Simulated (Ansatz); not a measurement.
**SiH3I (SMILES [SiH3]I): CCSD/def2-TZVP (core potential)**

What is the electronic atomisation energy of SiH3I at CCSD/def2-TZVP (core potential)? 

The calculation is run with Ansatz 0.2.0.

43 further runs of the same task are left out: 12 that didn't finish, 31 set aside as unsound or not needed.

## 1. The system as given

SiH3I has 5 atoms, charge 0, and is taken as a singlet. As SMILES, `[SiH3]I`. The shape is that of a PBE0-D4/def2-TZVP optimisation.

Bond lengths: Si1–I2 2.439 Å, Si1–H3 1.481 Å, Si1–H4 1.481 Å, Si1–H5 1.481 Å. Angles: I2–Si1–H3 108.5°, I2–Si1–H4 108.5°, I2–Si1–H5 108.4°, H3–Si1–H4 110.5°, H3–Si1–H5 110.5°, H4–Si1–H5 110.5°.

## 2. A single-point energy at CCSD/def2-TZVP (core potential)

File job.yaml:

```yaml
crystal:
  periodic: [false, false, false]
  atoms:
    - {symbol: Si, position_ang: [-0.165600, 0.069300, -0.077300]}
    - {symbol: I, position_ang: [1.907700, -0.923300, 0.737800]}
    - {symbol: H, position_ang: [-1.144400, 0.089000, 1.033900]}
    - {symbol: H, position_ang: [-0.671300, -0.755700, -1.198400]}
    - {symbol: H, position_ang: [0.123500, 1.447000, -0.537300]}
basis:
  gaussian:
    orbitals: def2-TZVP
accuracy: high
scf:
  omitted_lower_state_checks: [cluster_reference, increment]
correlation:
  method: ccsd
  frozen_orbitals: {H: 0, I: 4, Si: 5}
```

Launch:

```console
$ ansatz run job.yaml --threads 1 --pin off --max-ram 3480MiB --events-out events.jsonl --progress --plain --runs-dir runs
```

The program printed, shortened:

```text
Warning: RAYON_NUM_THREADS=1 ignored (pool sized by the plan → 1); use --threads N
Functional definition: HF
  name "HF"
[...]
1899 factors; integrals over basis functions are off by at most 3.4e-9 eV
[...]
mean field -15983.56758932 eV, -587.3852748562 hartree, gradient 2.8e-8 eV, S^2 0.000000; 0 other end points of the search recorded, 0 dependent functions left out
9 core orbitals not correlated: weight in the atoms' cores, before any rotation towards them, 1.000 or more for the frozen orbitals, at most 0.000 for the correlated occupied ones
reference -15983.56758932 eV, -587.3852748562 hartree; 12, 12 occupied and 84, 84 virtual orbitals, 1899 factors
second order -16.79104600 eV of doubles, -0.00000000 eV of singles
cycle   1  -16.17407397 eV  change    6.2e-1 eV  update   8.0e-2
[...]
cycle  18  -16.65774726 eV  change   5.5e-10 eV  update   1.9e-9
Total energy: -16000.22533657 eV, -587.9974357768 hartree
Checks for a lower state left out: cluster_reference, increment
```

It took 21 s on 1 thread of Arm Neoverse V1, shared host; peak memory 0.73 GiB.

## 3. The H atom: the energy at UHF/def2-TZVP

File input.yaml:

```yaml
crystal:
  periodic: [false, false, false]
  atoms:
    - symbol: H
      position_ang: [0.000000, 0.000000, 0.000000]
basis:
  gaussian:
    orbitals: def2-TZVP
magnetization:
  spin_polarized: true
  initial_magnetization: 1
hamiltonian:
  xc: hf
accuracy: high
```

Run the same way, it converges to -0.49981 Eh (log not shown).

## 4. The I atom at the same level

File job.yaml:

```yaml
crystal:
  periodic: [false, false, false]
  atoms:
    - symbol: I
      position_ang: [0.000000, 0.000000, 0.000000]
basis:
  gaussian: {orbitals: def2-TZVP}
magnetization: {spin_polarized: true, initial_magnetization: 1}
correlation: {method: ccsd, frozen_orbitals: {I: 4}}
accuracy: high
scf: {omitted_lower_state_checks: [cluster_reference, increment]}
```

Run the same way, it converges to -297.10455 Eh (log not shown).

## 5. The Si atom at the same level

File job.yaml:

```yaml
crystal:
  periodic: [false, false, false]
  atoms:
    - {symbol: Si, position_ang: [0.000000, 0.000000, 0.000000]}
basis:
  gaussian: {orbitals: def2-TZVP}
magnetization: {spin_polarized: true, initial_magnetization: 2}
correlation: {method: ccsd, frozen_orbitals: {Si: 5}}
accuracy: high
scf: {omitted_lower_state_checks: [cluster_reference, increment]}
```

Launch:

```console
$ ansatz run job.yaml --threads 1 --pin off --max-ram 3480MiB --events-out events.jsonl --progress --plain --runs-dir runs
```

The program printed, shortened:

```text
Warning: RAYON_NUM_THREADS=1 ignored (pool sized by the plan → 1); use --threads N
Functional definition: HF
  name "HF"
[...]
365 factors; integrals over basis functions are off by at most 3.6e-9 eV
[...]
mean field -7860.03050919 eV, -288.8507934926 hartree, gradient 6.5e-8 eV, S^2 2.015098; 5 other end points of the search recorded, 0 dependent functions left out
5 core orbitals not correlated: weight in the atoms' cores, before any rotation towards them, 1.000 or more for the frozen orbitals, at most 0.000 for the correlated occupied ones
reference -7860.03050919 eV, -288.8507934926 hartree; 3, 1 occupied and 29, 31 virtual orbitals, 365 factors
second order -1.49425926 eV of doubles, -0.00000000 eV of singles
cycle   1  -1.83926226 eV  change   -3.5e-1 eV  update   5.6e-2
[...]
cycle  17  -2.00085390 eV  change  -1.3e-10 eV  update  1.9e-10
Total energy: -7862.03136309 eV, -288.9243235173 hartree
Checks for a lower state left out: cluster_reference, increment
```

Run time: 0.48 s. Hardware: 1 thread of Arm Neoverse V1, shared host; peak memory 0.09 GiB.

## 6. Summary of results

At CCSD/def2-TZVP (core potential), 9 core orbitals frozen:

```
                                             quantity          value
                               molecule: total energy  -587.99744 Eh
molecule: correlation energy (9 core orbitals frozen)     -612.2 mEh
                              molecule: T1 diagnostic          0.008
                                 H atom: total energy    -0.49981 Eh
                                         H atom: ⟨S²⟩          0.750
                                 I atom: total energy  -297.10455 Eh
  I atom: correlation energy (4 core orbitals frozen)     -446.0 mEh
            I atom: ⟨S²⟩ of the reference determinant          0.760
                                I atom: T1 diagnostic          0.007
                                Si atom: total energy  -288.92432 Eh
 Si atom: correlation energy (5 core orbitals frozen)      -73.5 mEh
           Si atom: ⟨S²⟩ of the reference determinant          2.015
                               Si atom: T1 diagnostic          0.012
                        electronic atomisation energy      12.766 eV
```

In words: Taking the molecule apart into free atoms costs 12.77 eV (1232 kJ/mol), before zero-point energy and without spin-orbit coupling.
